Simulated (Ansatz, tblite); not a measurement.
# The cluster SnGe6: competing shapes, part 2 of 2

Which shape does the cluster SnGe6 prefer? Candidates from a tight-binding search are relaxed and compared.

Ansatz 0.2.0, Gaussian basis; relaxed with PBE-D4/def2-SVP, singlet. The steps go on from the part before.

## 12. Candidate B, MP2/def2-SVP

File in.yaml:

```yaml
crystal:
  periodic: [false, false, false]
  atoms:
    - {symbol: Sn, position_ang: [-1.493268, 1.747754, -1.761859]}
    - {symbol: Ge, position_ang: [-0.064199, -0.775248, -1.057637]}
    - {symbol: Ge, position_ang: [-1.090225, 1.039488, 0.779496]}
    - {symbol: Ge, position_ang: [1.330147, 0.200828, 1.091700]}
    - {symbol: Ge, position_ang: [1.244801, -2.281294, 0.746687]}
    - {symbol: Ge, position_ang: [1.213752, 1.518626, -1.090262]}
    - {symbol: Ge, position_ang: [-1.141008, -1.450164, 1.291885]}
basis:
  gaussian: {orbitals: def2-SVP, initial_orbitals: start.molden}
correlation: {method: mp2}
scf: {omitted_lower_state_checks: [starts]}
output: {orbitals: {seedname: orbitals}}
```

Started as:

```bash
> ansatz run in.yaml --threads 4 --pin off --events-out ev --progress --plain --max-ram 4787MiB
```

Output:

```text
Functional definition: HF
  name "HF"
  cite "Fock, Z. Phys. 61, 126 (1930) doi:10.1007/BF01340294"
  parent pbe
  exchange = exact_x
  correlation = 0
these checks for a lower state are left out or cut short: starts
2238 factors; integrals over basis functions are off by at most 2.8e-4 eV
mean field evaluation 1: about -344604.0665 eV, gradient 3.3e1 eV
mean field evaluation 2: about -344605.6779 eV, gradient 1.8e0 eV
mean field evaluation 4: about -344605.7822 eV, gradient 3.8e-1 eV
mean field evaluation 8: about -344605.7827 eV, gradient 6.2e-6 eV
mean field -344605.78270486 eV, -12664.0289322148 hartree, gradient 6.2e-6 eV, S^2 0.000000; 0 other end points of the search recorded, 0 dependent functions left out
58 core orbitals not correlated: weight in the atoms' cores, before any rotation towards them, 1.000 or more for the frozen orbitals, at most 0.000 for the correlated occupied ones
reference -344605.78270486 eV, -12664.0289322148 hartree; 49, 49 occupied and 111, 111 virtual orbitals, 2238 factors
second order -40.29497545 eV of doubles, -0.00000000 eV of singles
Total energy: -344646.07768032 eV, -12665.5097452497 hartree
Checks for a lower state left out: starts
```

Wall time 18 s (4 threads of Arm Neoverse V1, shared host); peak memory 1.1 GiB.

From the report: Hartree-Fock HOMO -6.71 eV, LUMO -0.43 eV.

## 13. Candidate C, GFN1-xTB

Tight binding, by tblite at 300 K electronic temperature and without a spin-polarisation term:

```python
tblite.interface.Calculator('GFN1-xTB', numbers, positions, charge=0, uhf=0).singlepoint()
```

Energy -341.4926 eV, HOMO -9.89 eV, LUMO -8.36 eV; 0.013 s.

## 14. Candidate C, GFN2-xTB

Tight binding, by tblite at 300 K electronic temperature and without a spin-polarisation term:

```python
tblite.interface.Calculator('GFN2-xTB', numbers, positions, charge=0, uhf=0).singlepoint()
```

Energy -375.6115 eV, HOMO -7.93 eV, LUMO -6.16 eV; 0.017 s.

## 15. Candidate C, PBE0-D4/def2-TZVP

File in.yaml:

```yaml
crystal:
  periodic: [false, false, false]
  atoms:
    - {symbol: Sn, position_ang: [0.366464, 0.210103, 1.760730]}
    - {symbol: Ge, position_ang: [1.183944, 2.369780, -0.578442]}
    - {symbol: Ge, position_ang: [-2.660071, -0.095065, 0.516200]}
    - {symbol: Ge, position_ang: [-0.891026, -1.613728, -0.194170]}
    - {symbol: Ge, position_ang: [1.447256, -2.291534, -0.076462]}
    - {symbol: Ge, position_ang: [-1.062938, 1.426722, -0.520496]}
    - {symbol: Ge, position_ang: [1.616369, -0.006277, -0.907351]}
basis:
  gaussian: {orbitals: def2-TZVP, initial_orbitals: start.molden}
hamiltonian: {xc: pbe0, dispersion: d4}
scf: {omitted_lower_state_checks: [starts]}
output: {orbitals: {seedname: orbitals}}
```

The command is unchanged.

Output (excerpt; [...] marks lines left out):

```text
Functional definition: PBE0
  name "PBE0"
  cite "Adamo & Barone, J. Chem. Phys. 110, 6158 (1999) doi:10.1063/1.478522"
  cite "Perdew, Burke & Ernzerhof, Phys. Rev. Lett. 77, 3865 (1996) doi:10.1103/PhysRevLett.77.3865"
  parent pbe
[...]
2867 factors; their error is unknown
the host lacks memory for fits, so the integrals are decomposed
2432 factors; integrals over basis functions are off by at most 7.7e-4 eV
[...]
mean field -344902.94955433 eV, -12674.9496125058 hartree, gradient 1.2e-5 eV, S^2 0.000000; 0 other end points of the search recorded, 0 dependent functions left out
reference -344902.94958259 eV, -12674.9496135443 hartree; 107, 107 occupied and 231, 231 virtual orbitals, 2432 factors
Total energy: -344903.55566492 eV, -12674.9718866593 hartree
Checks for a lower state left out: starts
```

It took 38 s on 4 threads of Arm Neoverse V1, shared host; peak memory 1.9 GiB.

HOMO -5.99 eV, LUMO -2.40 eV.

## 16. Candidate C, PBE-D4/def2-TZVP

in.yaml: that of step 15 with these lines changed.

```diff
@@ -12,4 +12,4 @@
   gaussian: {orbitals: def2-TZVP, initial_orbitals: start.molden}
-hamiltonian: {xc: pbe0, dispersion: d4}
+hamiltonian: {xc: pbe, dispersion: d4}
 scf: {omitted_lower_state_checks: [starts]}
-output: {orbitals: {seedname: orbitals}}
+output: {forces: true, orbitals: {seedname: orbitals}}
```

Same command.

Output (excerpt; [...] marks lines left out):

```text
Functional definition: PBE
  name "PBE"
  cite "Perdew, Burke & Ernzerhof, Phys. Rev. Lett. 77, 3865 (1996) doi:10.1103/PhysRevLett.77.3865"
  parent pbe
[...]
2536 factors; their error is unknown
[...]
mean field -344895.06268730 eV, -12674.6597754885 hartree, gradient 2.2e-5 eV, S^2 0.000000; 0 other end points of the search recorded, 0 dependent functions left out
[...]
reference -344895.06272496 eV, -12674.6597768723 hartree; 107, 107 occupied and 231, 231 virtual orbitals, 2536 factors
Total energy: -344895.75743935 eV, -12674.6853071554 hartree
Atom 0 at     0.366464     0.210103     1.760730 Å, force    -0.033002    -0.019169    -0.158396 eV/Å
Atom 1 at     1.183944     2.369780    -0.578442 Å, force    -0.032348    -0.060322     0.001240 eV/Å
Atom 2 at    -2.660071    -0.095065     0.516200 Å, force     0.062556     0.001485    -0.026770 eV/Å
Atom 3 at    -0.891026    -1.613728    -0.194170 Å, force     0.045399     0.070016     0.052486 eV/Å
Atom 4 at     1.447256    -2.291534    -0.076462 Å, force    -0.038316     0.055348    -0.012416 eV/Å
Atom 5 at    -1.062938     1.426722    -0.520496 Å, force     0.052100    -0.052594     0.063958 eV/Å
Atom 6 at     1.616369    -0.006277    -0.907351 Å, force    -0.056390     0.005235     0.079898 eV/Å
Dipole moment:     0.024606     0.014034     0.118165 e Å
Checks for a lower state left out: starts
```

It took 13 s on 4 threads of Arm Neoverse V1, shared host; peak memory 1 GiB.

HOMO -5.30 eV, LUMO -2.97 eV.

## 17. Candidate C, r2SCAN-D4/def2-TZVP

in.yaml: that of step 16 with these lines changed.

```diff
@@ -12,4 +12,4 @@
   gaussian: {orbitals: def2-TZVP, initial_orbitals: start.molden}
-hamiltonian: {xc: pbe, dispersion: d4}
+hamiltonian: {xc: r2scan, dispersion: d4}
 scf: {omitted_lower_state_checks: [starts]}
-output: {forces: true, orbitals: {seedname: orbitals}}
+output: {orbitals: {seedname: orbitals}}
```

Launched as before.

Output:

```text
Functional definition: r2SCAN
  name "r2SCAN"
  cite "Furness, Kaplan, Ning, Perdew & Sun, J. Phys. Chem. Lett. 11, 8208 (2020) doi:10.1021/acs.jpclett.0c02405"
  cite "Furness, Kaplan, Ning, Perdew & Sun, J. Phys. Chem. Lett. 11, 9248 (2020) doi:10.1021/acs.jpclett.0c03077"
  parent r2scan
  parameter k0 = 0.174
  parameter k1 = 0.065
  parameter a1 = 4.9479
  exchange = r2scan_x(k0 = k0, k1 = k1, a1 = a1)
  correlation = r2scan_c
these checks for a lower state are left out or cut short: starts
2536 factors; their error is unknown
mean field evaluation 1: about -344946.0890 eV, gradient 1.4e1 eV
mean field evaluation 2: about -344946.2373 eV, gradient 2.1e-1 eV
mean field evaluation 4: about -344946.1871 eV, gradient 3.2e-4 eV
mean field -344946.18706222 eV, -12676.5385616133 hartree, gradient 2.6e-5 eV, S^2 0.000000; 0 other end points of the search recorded, 0 dependent functions left out
reference -344946.18707337 eV, -12676.5385620232 hartree; 107, 107 occupied and 231, 231 virtual orbitals, 2536 factors
Total energy: -344946.31903223 eV, -12676.5434114217 hartree
Checks for a lower state left out: starts
```

Wall time 25 s (4 threads of Arm Neoverse V1, shared host); peak memory 1.1 GiB.

From the report: HOMO -5.53 eV, LUMO -3.01 eV.

## 18. Candidate C, LC-ωPBE/def2-TZVP

in.yaml: that of step 17 with these lines changed.

```diff
@@ -12,3 +12,3 @@
   gaussian: {orbitals: def2-TZVP, initial_orbitals: start.molden}
-hamiltonian: {xc: r2scan, dispersion: d4}
+hamiltonian: {xc: {name: LC-wPBE}}
 scf: {omitted_lower_state_checks: [starts]}
```

Launched as before.

Output (excerpt; [...] marks lines left out):

```text
Functional definition: LC-wPBE
  name "LC-wPBE"
  cite "Vydrov & Scuseria, J. Chem. Phys. 125, 234109 (2006) doi:10.1063/1.2409292"
  cite "Heyd & Scuseria, J. Chem. Phys. 120, 7274 (2004) doi:10.1063/1.1668634"
  cite "Ernzerhof & Perdew, J. Chem. Phys. 109, 3313 (1998) doi:10.1063/1.476928"
  cite "Perdew, Burke & Ernzerhof, Phys. Rev. Lett. 77, 3865 (1996) doi:10.1103/PhysRevLett.77.3865"
  parent pbe
[...]
2536 factors; their error is unknown
627 factors; integrals over basis functions are off by at most 2.5e-5 eV
[...]
mean field -344897.76257222 eV, -12674.7589944292 hartree, gradient 1.6e-5 eV, S^2 0.000000; 0 other end points of the search recorded, 0 dependent functions left out
reference -344897.76257223 eV, -12674.7589944294 hartree; 107, 107 occupied and 231, 231 virtual orbitals, 2536 factors
Total energy: -344897.76257223 eV, -12674.7589944294 hartree
Checks for a lower state left out: starts
```

Run time: 21 s. Hardware: 4 threads of Arm Neoverse V1, shared host; peak memory 1.6 GiB.

From the report: HOMO -7.83 eV, LUMO -0.74 eV.

## 19. Candidate C, MP2/def2-SVP

in.yaml: that of step 18 with these lines changed.

```diff
@@ -11,4 +11,4 @@
 basis:
-  gaussian: {orbitals: def2-TZVP, initial_orbitals: start.molden}
-hamiltonian: {xc: {name: LC-wPBE}}
+  gaussian: {orbitals: def2-SVP, initial_orbitals: start.molden}
+correlation: {method: mp2}
 scf: {omitted_lower_state_checks: [starts]}
```

The command is unchanged.

Output:

```text
Functional definition: HF
  name "HF"
  cite "Fock, Z. Phys. 61, 126 (1930) doi:10.1007/BF01340294"
  parent pbe
  exchange = exact_x
  correlation = 0
these checks for a lower state are left out or cut short: starts
2238 factors; integrals over basis functions are off by at most 4.0e-4 eV
mean field evaluation 1: about -344604.3081 eV, gradient 3.3e1 eV
mean field evaluation 2: about -344605.9017 eV, gradient 1.8e0 eV
mean field evaluation 4: about -344606.0226 eV, gradient 4.6e-1 eV
mean field evaluation 8: about -344606.0235 eV, gradient 2.6e-5 eV
mean field -344606.02354707 eV, -12664.0377830026 hartree, gradient 2.0e-6 eV, S^2 0.000000; 0 other end points of the search recorded, 0 dependent functions left out
58 core orbitals not correlated: weight in the atoms' cores, before any rotation towards them, 1.000 or more for the frozen orbitals, at most 0.000 for the correlated occupied ones
reference -344606.02354707 eV, -12664.0377830026 hartree; 49, 49 occupied and 111, 111 virtual orbitals, 2238 factors
second order -40.32229533 eV of doubles, -0.00000000 eV of singles
Total energy: -344646.34584240 eV, -12665.5196000247 hartree
Checks for a lower state left out: starts
```

It took 19 s on 4 threads of Arm Neoverse V1, shared host; peak memory 1.1 GiB.

Hartree-Fock HOMO -7.15 eV, LUMO 0.15 eV.

## 20. B against A

The energies of A at these levels come from its own runs, whose logs aren't repeated here.

```
              level  B above A (eV)     time
           GFN1-xTB          +0.155  0.027 s
           GFN2-xTB          +0.837  0.059 s
        HF/def2-SVP          +0.889         
   PBE-D4/def2-TZVP          +0.978     25 s
r2SCAN-D4/def2-TZVP          +0.962     54 s
  PBE0-D4/def2-TZVP          +1.035     96 s
  LC-ωPBE/def2-TZVP          +1.094     51 s
       MP2/def2-SVP          +1.254     35 s
```

Times add the two runs; a level without a time comes out of a correlated run.

## 21. C against A

The energies of A at these levels come from its own runs, whose logs aren't repeated here.

```
              level  C above A (eV)     time
           GFN1-xTB          -0.782  0.026 s
           GFN2-xTB          +0.956  0.047 s
        HF/def2-SVP          +0.648         
   PBE-D4/def2-TZVP          +0.713     24 s
r2SCAN-D4/def2-TZVP          +0.792     52 s
  PBE0-D4/def2-TZVP          +0.841     84 s
  LC-ωPBE/def2-TZVP          +1.127     49 s
       MP2/def2-SVP          +0.986     36 s
```

Times add the two runs; a level without a time comes out of a correlated run.

## 22. Summary of results

The summary covers parts 1 to 2.

| quantity | value |
| --- | --- |
| B above A, range of the levels free of doubt, tight binding aside | +0.889 to +1.254 eV |
| levels that put B lower | none |
| C above A, range of the levels free of doubt, tight binding aside | +0.648 to +1.127 eV |
| levels that put C lower | GFN1-xTB |

**Reading.** All levels free of doubt put A (C2v) below B (C1), by 0.155 to 1.254 eV. The levels disagree on C and A: 1 of 8 put C lower. The search was small, so a lower isomer may exist. Only singlets are compared; another spin may lie lower and prefer another shape.
